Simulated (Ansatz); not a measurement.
# AlP: a point defect seen from the nuclei (Te on a P site), part 2 of 3

How do the nuclei near a point defect see it? The defect is Te on a P site in AlP (cell charge 0), first unrelaxed. The cell is a supercell built from an entry of the Crystallography Open Database (COD) (the entry's cell lengths or inner coordinates differ somewhat from later room-temperature determinations). Planned: a single point, then a relaxation, then a check of algorithm with beta.

Ansatz 0.2.0; DFT, PBE, plane-wave PAW, default files, scalar-relativistic, as far as a step names no other. The steps go on from the part before.

## (3) Ions relaxed

The COD entry's cell or inner coordinates are ideal or old and differ from later refinements, so a difference from it is no clean test against experiment.

input.yaml

```yaml
crystal:
  lattice:
    - [0.0, 8.1765, 8.1765]
    - [8.1765, 0.0, 8.1765]
    - [8.1765, 8.1765, 0.0]
  atoms:
    - { symbol: Al, position: [0.0, 0.0, 0.0] }
    - { symbol: Al, position: [0.0, 0.0, 0.3333333333] }
    - { symbol: Al, position: [0.0, 0.0, 0.6666666667] }
    - { symbol: Al, position: [0.0, 0.3333333333, 0.0] }
    - { symbol: Al, position: [0.0, 0.3333333333, 0.3333333333] }
    - { symbol: Al, position: [0.0, 0.3333333333, 0.6666666667] }
    - { symbol: Al, position: [0.0, 0.6666666667, 0.0] }
    - { symbol: Al, position: [0.0, 0.6666666667, 0.3333333333] }
    - { symbol: Al, position: [0.0, 0.6666666667, 0.6666666667] }
    - { symbol: Al, position: [0.3333333333, 0.0, 0.0] }
    - { symbol: Al, position: [0.3333333333, 0.0, 0.3333333333] }
    - { symbol: Al, position: [0.3333333333, 0.0, 0.6666666667] }
    - { symbol: Al, position: [0.3333333333, 0.3333333333, 0.0] }
    - { symbol: Al, position: [0.3333333333, 0.3333333333, 0.3333333333] }
    - { symbol: Al, position: [0.3333333333, 0.3333333333, 0.6666666667] }
    - { symbol: Al, position: [0.3333333333, 0.6666666667, 0.0] }
    - { symbol: Al, position: [0.3333333333, 0.6666666667, 0.3333333333] }
    - { symbol: Al, position: [0.3333333333, 0.6666666667, 0.6666666667] }
    - { symbol: Al, position: [0.6666666667, 0.0, 0.0] }
    - { symbol: Al, position: [0.6666666667, 0.0, 0.3333333333] }
    - { symbol: Al, position: [0.6666666667, 0.0, 0.6666666667] }
    - { symbol: Al, position: [0.6666666667, 0.3333333333, 0.0] }
    - { symbol: Al, position: [0.6666666667, 0.3333333333, 0.3333333333] }
    - { symbol: Al, position: [0.6666666667, 0.3333333333, 0.6666666667] }
    - { symbol: Al, position: [0.6666666667, 0.6666666667, 0.0] }
    - { symbol: Al, position: [0.6666666667, 0.6666666667, 0.3333333333] }
    - { symbol: Al, position: [0.6666666667, 0.6666666667, 0.6666666667] }
    - { symbol: Te, position: [0.0833333333, 0.0833333333, 0.0833333333], spin: 1.0 }
    - { symbol: P, position: [0.0833333333, 0.0833333333, 0.4166666667] }
    - { symbol: P, position: [0.0833333333, 0.0833333333, 0.75] }
    - { symbol: P, position: [0.0833333333, 0.4166666667, 0.0833333333] }
    - { symbol: P, position: [0.0833333333, 0.4166666667, 0.4166666667] }
    - { symbol: P, position: [0.0833333333, 0.4166666667, 0.75] }
    - { symbol: P, position: [0.0833333333, 0.75, 0.0833333333] }
    - { symbol: P, position: [0.0833333333, 0.75, 0.4166666667] }
    - { symbol: P, position: [0.0833333333, 0.75, 0.75] }
    - { symbol: P, position: [0.4166666667, 0.0833333333, 0.0833333333] }
    - { symbol: P, position: [0.4166666667, 0.0833333333, 0.4166666667] }
    - { symbol: P, position: [0.4166666667, 0.0833333333, 0.75] }
    - { symbol: P, position: [0.4166666667, 0.4166666667, 0.0833333333] }
    - { symbol: P, position: [0.4166666667, 0.4166666667, 0.4166666667] }
    - { symbol: P, position: [0.4166666667, 0.4166666667, 0.75] }
    - { symbol: P, position: [0.4166666667, 0.75, 0.0833333333] }
    - { symbol: P, position: [0.4166666667, 0.75, 0.4166666667] }
    - { symbol: P, position: [0.4166666667, 0.75, 0.75] }
    - { symbol: P, position: [0.75, 0.0833333333, 0.0833333333] }
    - { symbol: P, position: [0.75, 0.0833333333, 0.4166666667] }
    - { symbol: P, position: [0.75, 0.0833333333, 0.75] }
    - { symbol: P, position: [0.75, 0.4166666667, 0.0833333333] }
    - { symbol: P, position: [0.75, 0.4166666667, 0.4166666667] }
    - { symbol: P, position: [0.75, 0.4166666667, 0.75] }
    - { symbol: P, position: [0.75, 0.75, 0.0833333333] }
    - { symbol: P, position: [0.75, 0.75, 0.4166666667] }
    - { symbol: P, position: [0.75, 0.75, 0.75] }
magnetization:
  spin_polarized: true
kpoints:
  mp_grid: { grid: [2, 2, 2] }
scf:
  occupations: { method: fermi_dirac, width: 0.01 }
hamiltonian:
  xc: pbe
  pseudopotentials: { kind: paw }
output:
  forces: true
  stress: true
  populations: true
  efg: { quadrupole_moments_barn: { Al: 0.1466 }, contact_densities: true }
  write_density: true
  write_potential: true
  elf: true
  volumetric_format: npy
relax:
  f_tol: 0.03
  max_steps: 40
```

Launch:

```
ansatz run input.yaml --threads 4 --pin off --max-ram 8192MiB --backend cpu --events-out ev --progress --plain --runs-dir out
```

What it wrote:

```text
[... 1 line left out ...]
Warning: RAYON_NUM_THREADS=4 ignored (pool sized by the plan → 4); use --threads N
Te: output.efg is read without spin–orbit coupling, which moves field gradients at and beside such atoms by some per cent and up to a factor of two; PAW files take it under magnetization.noncollinear and magnetization.spin_orbit
Engine: ansatz 0.2.0, aarch64-unknown-linux-gnu
Pseudopotentials: kind: paw
Pseudopotential: Al, paw, valence charge 3, recommended cutoff 420 eV (normal), Al.paw.azcp
Pseudopotential: Te, paw, valence charge 16, recommended cutoff 420 eV (normal), Te.paw.azcp
Pseudopotential: P, paw, valence charge 5, recommended cutoff 420 eV (normal), P.paw.azcp
Functional definition: PBE
  parameter kappa = 0.804
  parameter beta = 0.06672455060314922
  exchange = pbe_x(kappa = kappa, mu = beta*pi^2/3)
  correlation = pbe_c(beta = beta)
Crystal: 54 atoms, lattice volume = 1093.282 Å³
Basis set: ecut = 420 eV, 21331 PW (Γ), exchange–correlation on 160×160×160 points (8 copies of the dense FFT grid, shifted against one another)
Bands: 168, of which v1, the nominal top of the filled ones, is band 114 counted from 1 (113 counted from 0)
Symmetry: 24 space group operations
Space group: F-43m (ITA 216), of the structure as read, at distance tolerance 1.0e-4 Å
Magnetic group: BNS 216.74 (UNI 1576), of the structure as read, at distance tolerance 1.0e-4 Å
k-points: 3 of 8
Non-local potential: Al, projectors of the file, l = 0: 2, l = 1: 2, l = 2: 1
Non-local potential: Te, projectors of the file, l = 0: 2, l = 1: 2, l = 2: 2, l = 3: 2
Non-local potential: P, projectors of the file, l = 0: 2, l = 1: 2, l = 2: 2
PAW form: soft (Blöchl's): semilocal exchange-correlation on the pseudo side does not see the compensation charge
PAW one-centre angular grid: Al, 110 points (default); XC on 64 Gauss nodes
PAW one-centre angular grid: Te, 590 points (default); XC on 64 Gauss nodes
PAW one-centre angular grid: P, 110 points (default); XC on 64 Gauss nodes
Initial density: superposition of atomic densities (chi_scale 0.1, normalization cell)
Starting moments: Σ|m| = 1 μB on 1 of 54 sites
Initial wavefunctions: pseudopotential atomic-orbital guess
Functional: x = pbe(κ = 0.804, μ = 0.2195149727645171), c = pbe(β = 0.06672455060314922)
SCF iter   1: F=—  HF=-41179.883629 eV  |F-HF|=—  |Δ(HF+E_count)|=         —  Δρ=2.53e-2 (↑2.53e-2 ↓2.48e-2)  dr2=3.57e1  dr2_m=6.57e-1  M=0.106 μB ∫|m|=0.145 μB  β_m=0.30  ethr=3.10e-3  ⟨swp⟩=8.3  Hψ=5319  notcnv=0  defer=83
preconditioner: auto → Resta (q_TF=auto, 2.099 Å⁻¹)  ε∞=4.5  [insulator: Δε(μ)=0.599 eV  Ē_g=8.881 eV  σ=0.010 eV  W_gap=0.71  n_scr=168 (ndim 8)  ℏωp=16.5 eV  f_vac=0.000  D(μ)=21.50/eV (n_scr^D=136)  ε∞_Penn≈4.5]
spin=Collinear: Resta preconditioning applied to the charge; magnetization (m = ρ↑ − ρ↓) channel mixes plain (no charge-response kernel on spin).
SCF iter   2: F=—  HF=-41174.329006 eV  |F-HF|=—  |Δ(HF+E_count)|=    5.55e0  Δρ=1.79e-2 (↑1.79e-2 ↓1.76e-2)  dr2=1.64e1  dr2_m=3.26e-1  M=0.122 μB ∫|m|=0.143 μB  β_m=0.30  ethr=3.10e-3  ⟨swp⟩=4.0  Hψ=1959  notcnv=0  defer=224
SCF iter   3: F=—  HF=-41170.214319 eV  |F-HF|=—  |Δ(HF+E_count)|=    4.11e0  Δρ=6.27e-3 (↑6.07e-3 ↓6.27e-3)  dr2=8.31e-1  dr2_m=1.61e-1  M=0.136 μB ∫|m|=0.146 μB  β_m=0.30  ethr=3.10e-3  ⟨swp⟩=4.0  Hψ=1864  notcnv=0  defer=232
SCF iter   4: F=—  HF=-41170.169346 eV  |F-HF|=—  |Δ(HF+E_count)|=   4.50e-2  Δρ=3.12e-3 (↑3.08e-3 ↓3.12e-3)  dr2=7.02e-2  dr2_m=7.99e-2  M=0.143 μB ∫|m|=0.150 μB  β_m=0.30  ethr=3.66e-4  ⟨swp⟩=2.3  Hψ=1608  notcnv=0  defer=258
SCF iter   5: F=—  HF=-41170.206032 eV  |F-HF|=—  |Δ(HF+E_count)|=   3.67e-2  Δρ=2.12e-3 (↑2.12e-3 ↓2.05e-3)  dr2=1.56e-2  dr2_m=3.99e-2  M=0.146 μB ∫|m|=0.151 μB  β_m=0.30  ethr=3.09e-5  ⟨swp⟩=3.0  Hψ=1497  notcnv=0  defer=258
SCF iter   6: F=—  HF=-41170.223211 eV  |F-HF|=—  |Δ(HF+E_count)|=   1.72e-2  Δρ=1.46e-3 (↑1.38e-3 ↓1.46e-3)  dr2=3.95e-3  dr2_m=1.98e-2  M=0.148 μB ∫|m|=0.153 μB  β_m=0.30  ethr=6.87e-6  ⟨swp⟩=4.0  Hψ=1579  notcnv=0  defer=258
[... 114 lines left out ...]
            electrostatic potential = -1493.723931 V   contact ρ = 16017.149518 e/Å³   contact ρ_s (e/Å³): all electrons +0.018270, valence +0.017953
  atom  36  P  V_zz =    -0.076358   η = 0.0000   by run symmetry: allowed
            electrostatic potential = -1493.745746 V   contact ρ = 16017.213747 e/Å³   contact ρ_s (e/Å³): all electrons +0.022227, valence +0.021688
  atom  37  P  V_zz =    +0.722736   η = 0.5543   by run symmetry: allowed
            electrostatic potential = -1493.723931 V   contact ρ = 16017.149518 e/Å³   contact ρ_s (e/Å³): all electrons +0.018270, valence +0.017953
  atom  38  P  V_zz =    -0.046409   η = 0.0000   by run symmetry: allowed
            electrostatic potential = -1493.760447 V   contact ρ = 16017.172320 e/Å³   contact ρ_s (e/Å³): all electrons +0.015059, valence +0.014685
  atom  39  P  V_zz =    +0.722736   η = 0.5543   by run symmetry: allowed
            electrostatic potential = -1493.723931 V   contact ρ = 16017.149518 e/Å³   contact ρ_s (e/Å³): all electrons +0.018270, valence +0.017953
  atom  40  P  V_zz =    -0.046409   η = 0.0000   by run symmetry: allowed
            electrostatic potential = -1493.760447 V   contact ρ = 16017.172320 e/Å³   contact ρ_s (e/Å³): all electrons +0.015059, valence +0.014685
  atom  41  P  V_zz =    -0.046409   η = 0.0000   by run symmetry: allowed
            electrostatic potential = -1493.760447 V   contact ρ = 16017.172320 e/Å³   contact ρ_s (e/Å³): all electrons +0.015059, valence +0.014685
  atom  42  P  V_zz =    -0.063703   η = 0.7120   by run symmetry: allowed
            electrostatic potential = -1493.765234 V   contact ρ = 16017.157827 e/Å³   contact ρ_s (e/Å³): all electrons +0.026560, valence +0.025868
  atom  43  P  V_zz =    +0.722736   η = 0.5543   by run symmetry: allowed
            electrostatic potential = -1493.723931 V   contact ρ = 16017.149518 e/Å³   contact ρ_s (e/Å³): all electrons +0.018270, valence +0.017953
  atom  44  P  V_zz =    -0.063703   η = 0.7120   by run symmetry: allowed
            electrostatic potential = -1493.765234 V   contact ρ = 16017.157827 e/Å³   contact ρ_s (e/Å³): all electrons +0.026560, valence +0.025868
  atom  45  P  V_zz =    -0.063703   η = 0.7120   by run symmetry: allowed
            electrostatic potential = -1493.765234 V   contact ρ = 16017.157827 e/Å³   contact ρ_s (e/Å³): all electrons +0.026560, valence +0.025868
  atom  46  P  V_zz =    +0.722736   η = 0.5543   by run symmetry: allowed
            electrostatic potential = -1493.723931 V   contact ρ = 16017.149518 e/Å³   contact ρ_s (e/Å³): all electrons +0.018270, valence +0.017953
  atom  47  P  V_zz =    +0.722736   η = 0.5543   by run symmetry: allowed
            electrostatic potential = -1493.723931 V   contact ρ = 16017.149518 e/Å³   contact ρ_s (e/Å³): all electrons +0.018270, valence +0.017953
  atom  48  P  V_zz =    -0.076358   η = 0.0000   by run symmetry: allowed
            electrostatic potential = -1493.745746 V   contact ρ = 16017.213747 e/Å³   contact ρ_s (e/Å³): all electrons +0.022227, valence +0.021688
  atom  49  P  V_zz =    +0.722736   η = 0.5543   by run symmetry: allowed
            electrostatic potential = -1493.723931 V   contact ρ = 16017.149518 e/Å³   contact ρ_s (e/Å³): all electrons +0.018270, valence +0.017953
  atom  50  P  V_zz =    -0.063703   η = 0.7120   by run symmetry: allowed
            electrostatic potential = -1493.765234 V   contact ρ = 16017.157827 e/Å³   contact ρ_s (e/Å³): all electrons +0.026560, valence +0.025868
  atom  51  P  V_zz =    -0.063703   η = 0.7120   by run symmetry: allowed
            electrostatic potential = -1493.765234 V   contact ρ = 16017.157827 e/Å³   contact ρ_s (e/Å³): all electrons +0.026560, valence +0.025868
  atom  52  P  V_zz =    -0.076358   η = 0.0000   by run symmetry: allowed
            electrostatic potential = -1493.745746 V   contact ρ = 16017.213747 e/Å³   contact ρ_s (e/Å³): all electrons +0.022227, valence +0.021688
  atom  53  P  V_zz =    -0.063703   η = 0.7120   by run symmetry: allowed
            electrostatic potential = -1493.765234 V   contact ρ = 16017.157827 e/Å³   contact ρ_s (e/Å³): all electrons +0.026560, valence +0.025868
  atom  54  P  V_zz =    -0.076358   η = 0.0000   by run symmetry: allowed
            electrostatic potential = -1493.745746 V   contact ρ = 16017.213747 e/Å³   contact ρ_s (e/Å³): all electrons +0.022227, valence +0.021688
--- Band table (eV; the first three rows and the last of 6) ---
[... 4 lines left out ...]
--- Relaxed structure (4 steps of the walk, 4 accepted, 0 SCFs on fresh bases) ---
  F+E_penalty+E_count = -41172.09817377 eV   max|allowed force component| = 9.777e-3 eV/Å
  atoms:
[... 54 lines left out ...]
--- Löwdin populations: 54 sites ---
  site symbol       q [e]    m [muB]
[... 54 lines left out ...]
  spilling = 0.007654 (of n_electrons = 227.000000)
```

Wall time 2.1 min (4 threads of Arm Neoverse V2, shared host); peak memory 4.1 GiB.

Step by step:

```csv
step,energy change (eV),largest force component (eV/Å)
1,0.0000,2.254
2,-1.7404,0.493
3,-1.8684,0.041
4,-1.8692,0.010
```

Atom 2 and its like (Al) moved farthest, 0.273 Å; the mean move was 0.035 Å.

The run ends with no gap over 0.1 eV on the mesh, largest force 0.013 eV/Å, pressure 3.7 GPa, net moment 0.22 μB.

What changed since step 2 (V_zz in 10²¹ V/m²):

```csv
site,atoms,"V_zz, PBE","V_zz, PBE relaxed","η, PBE","η, PBE relaxed","m, PBE (μB)","m, PBE relaxed (μB)"
Te,28,0.00,0.00,–,–,0.00,0.00
Al1,"1, 2, 4, …",0.95,3.13,0.00,0.00,0.00,0.00
P29,"29, 30, 31, …",1.02,0.72,0.08,0.55,0.00,0.00
Al5,"5, 6, 8, …",-0.11,-0.28,0.66,0.48,0.00,0.00
P42,"42, 44, 45, …",-0.083,-0.064,0.06,0.71,0.00,0.00
Al3,"3, 7, 9, …",-0.20,-0.17,0.73,0.95,0.00,0.00
P36,"36, 48, 52, …",-0.22,-0.076,0.00,0.00,0.00,0.00
P32,"32, 38, 40, …",-0.21,-0.046,0.00,0.00,0.00,0.00
Al18,"18, 24, 26, …",0.023,0.010,0.00,0.00,0.00,0.00
Al14,14,0.00,0.00,–,–,0.00,0.00
```

The printed gradients, by site:

```csv
site,atoms,distance from the defect (Å),V_zz (10²¹ V/m²),η,C_Q (MHz)
Te,28,0.00,0.00,–,–
Al1,"1, 2, 4, 10",2.63,3.13,0.00,11.1 (²⁷Al)
P29,"29, 30, 31, 33, …",3.89,0.72,0.55,–
Al5,"5, 6, 8, 11, …",4.53,-0.28,0.48,-1.00 (²⁷Al)
P42,"42, 44, 45, 50, …",5.46,-0.064,0.71,–
Al3,"3, 7, 9, 19, …",5.94,-0.17,0.95,-0.589 (²⁷Al)
P32,"32, 38, 40, 41",6.68,-0.046,0.00,–
P36,"36, 48, 52, 54",6.68,-0.076,0.00,–
Al14,14,7.08,0.00,–,0 (²⁷Al)
Al18,"18, 24, 26, 27",7.08,0.010,0.00,0.036 (²⁷Al)
```

Direction of the V_zz axis (Cartesian unit vector):

```csv
site,atom,x,y,z
Al1,1,0.58,0.58,0.58
Al5,5,-0.22,0.69,0.69
P29,29,0.19,0.19,0.96
P32,32,-0.58,0.58,0.58
P36,36,0.58,-0.58,-0.58
P42,42,0.71,-0.71,0.00
```

The sizes of the gradients above 0.15 moved by 72 % in the median, over a factor of two at the site that moves most (small gradients counted from 0.15; Al1, 0.95 to 3.13).

Density in a lattice plane of the grid's cell (edges 11.56 and 11.56 Å, at 0.083 of the third edge), which holds Te and P.

Ten even steps from '0' (0.03 e/Å³) to '9' (14.35 e/Å³):
```
000000000000000000000000
000000000000000000000000
000000000000000000000000
000000000000000000000000
000000000000000000000000
000000000000000000000000
000000000000000000000000
000000000000000000000000
000000000000000000000000
000000000000000000000000
000000000000000000000000
000000000000000000000000
000000000000000000000000
000000000000000000000000
000000000000000000000000
000000000000000000000000
011000000000000000000000
059200000000000000000000
016500000000000000000000
000000000000000000000000
```
Columns run along the first of these edges and rows up along the second, over one cell in 24 and 20 even steps from the bottom left corner. Atoms in the plane (fractional): Te at (0.08, 0.08), P at (0.08, 0.42), P at (0.08, 0.75), P at (0.42, 0.08), P at (0.42, 0.42), P at (0.42, 0.75), P at (0.75, 0.08), P at (0.75, 0.42), P at (0.75, 0.75).

ELF in the same plane.

Ten even steps from '0' (0.00) to '9' (0.91):
```
346666432466554224555642
862111158741112687310126
998400169995101699840027
866851268667512685575116
930396369303862693039626
995499649954996499549964
489889614898897148878961
443443334334443443333333
996100269951002799510016
999720169996102799862026
820773268217722781177327
970298369703983697039846
898799638987996389879963
357777512677775126777652
752111257532122575321125
777300179973002799720026
534540168887402688873026
500265268205852781068326
740058549922995699149846
785558736998997279989963
```
Columns run along the first of these edges and rows up along the second, over one cell in 24 and 20 even steps from the bottom left corner. Atoms in the plane (fractional): Te at (0.08, 0.08), P at (0.08, 0.42), P at (0.08, 0.75), P at (0.42, 0.08), P at (0.42, 0.42), P at (0.42, 0.75), P at (0.75, 0.08), P at (0.75, 0.42), P at (0.75, 0.75).

Both are smooth fields of the valence electrons: close to the nuclei they are not physical.

Maxima of ELF outside the ion cores: 0.95 on the P–Al line, 1.2 Å from P; 0.88 on the Al–Te line, 1.2 Å from Al.

[end of part 2 of 3]
